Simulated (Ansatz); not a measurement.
# ZrTiSi4: the cost of one run

Program: Ansatz 0.2.0. Level of theory: DFT PBE, scalar-relativistic, plane waves, PAW. These are calculated values, not measurements.

## Step 1: The starting structure

The structure is orthorhombic, space group Amm2 (No. 38). The conventional cell has a = 3.568 Å, b = 3.601 Å, c = 14.317 Å, α = 90.00°, β = 90.00°, γ = 90.00°. Around Zr (site symmetry mm2) lie 10 Si at 2.65 to 2.89 Å. Ti (site symmetry mm2) is surrounded by 10 Si at 2.65 to 2.89 Å. Around Si (site symmetry mm2) lie 2 Si at 2.33 Å and 4 Zr at 2.65 Å and 2 Ti at 2.89 Å. Si (site symmetry mm2) is surrounded by 2 Si at 2.33 Å and 4 Ti at 2.65 Å and 2 Zr at 2.89 Å. Si (site symmetry mm2) has 4 Si at 2.53 Å and 2 Zr at 2.73 Å and 2 Ti at 2.75 Å as nearest neighbours. Si (site symmetry mm2) has 4 Si at 2.53 Å and 2 Ti at 2.73 Å and 2 Zr at 2.75 Å as nearest neighbours.

Structure file:

```
Zr Ti Si
1.0
     3.56778    0.00000    0.00000
     0.00000    1.80041    7.15840
     0.00000   -1.80041    7.15840
Zr Ti Si
1 1 4
Direct
  0.50000 0.10540 0.10540
  0.00000 0.89460 0.89460
  0.00000 0.55220 0.55220
  0.50000 0.44780 0.44780
  0.00000 0.24960 0.24960
  0.50000 0.75040 0.75040
```

The start is an ordering of an alloy on its end members' structure types: elements ordered on the sites of the ZrSi2 type, Ti/Zr on Zr (Amm2, No. 38).

## Step 2: A first look at the guess

input.yaml reads:

```yaml
crystal:
  lattice:
    - [3.56778146, 0.0, 0.0]
    - [0.0, 1.80040832, 7.15839592]
    - [0.0, -1.80040832, 7.15839592]
  atoms:
    - { symbol: Zr, position: [0.5, 0.10540001, 0.10540001] }
    - { symbol: Ti, position: [0.0, 0.89459999, 0.89459999] }
    - { symbol: Si, position: [0.0, 0.5522, 0.5522] }
    - { symbol: Si, position: [0.5, 0.4478, 0.4478] }
    - { symbol: Si, position: [0.0, 0.24959999, 0.24959999] }
    - { symbol: Si, position: [0.5, 0.75040001, 0.75040001] }
basis:
  ecutwfc: 420
kpoints:
  mp_grid: { grid: [6, 6, 6] }
hamiltonian:
  xc: pbe
scf:
  occupations: { method: gaussian, width: 0.1 }
  lower_state_search: "off"
output:
  forces: true
  stress: true
  eigenvalues: true
```

Command:

```sh
> ansatz run input.yaml --threads 1 --pin off --max-ram 2560MiB --backend cpu --events-out ev --progress --plain --runs-dir out
```

Q: Estimate wall time and peak memory on 1 thread of Intel Xeon Platinum 8259CL at 2.50GHz (Skylake/Cascade Lake), shared host.

About 11 s, with a peak of 0.45 GiB.
